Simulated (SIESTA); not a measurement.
# Ta5C4 in SIESTA: the effect of functional

Ta5C4, a slab with vacuum:

```xyz
9
Lattice="3.1495 0.0000 0.0000 -1.5747 2.7275 0.0000 0.0000 0.0000 25.2861" Properties=species:S:1:pos:R:3 pbc="T T T"
Ta    1.5747    0.9092    7.5000
C     0.0000    0.0000    8.7858
Ta    0.0000    1.8183   10.0715
C     1.5747    0.9092   11.3573
Ta    0.0000    0.0000   12.6430
C     0.0000    1.8183   13.9288
Ta    1.5747    0.9092   15.2146
C     0.0000    0.0000   16.5003
Ta    0.0000    1.8183   17.7861
```

Alike in all runs:

```yaml
Program: SIESTA 5.4.2
Task: single point
Potentials_or_basis: PseudoDojo 0.4 standard (PBE files)
Basis: DZP (energy shift 0.003 Ry; two zetas on semicore shells)
Grid_cutoff: 800 Ry
Energy_shift: 0.003 Ry
k_mesh: 7 × 7 × 1
Occupations: fermi-dirac, width 0.05 eV
Spin: no spin polarisation
```

**Question.** One run gave: largest force 1.49 eV/Å. Which functional did it use?
A. vdW-DF
B. PBE
C. vdW-DF2
D. optB88-vdW

**Answer.** B.

```tsv
functional	largest force (eV/Å)
PBE	1.49
vdW-DF	1.39
vdW-DF2	1.39
optB88-vdW	1.43
```

Caveats: the potentials were made for another functional, which shifts forces and pressure (some runs).
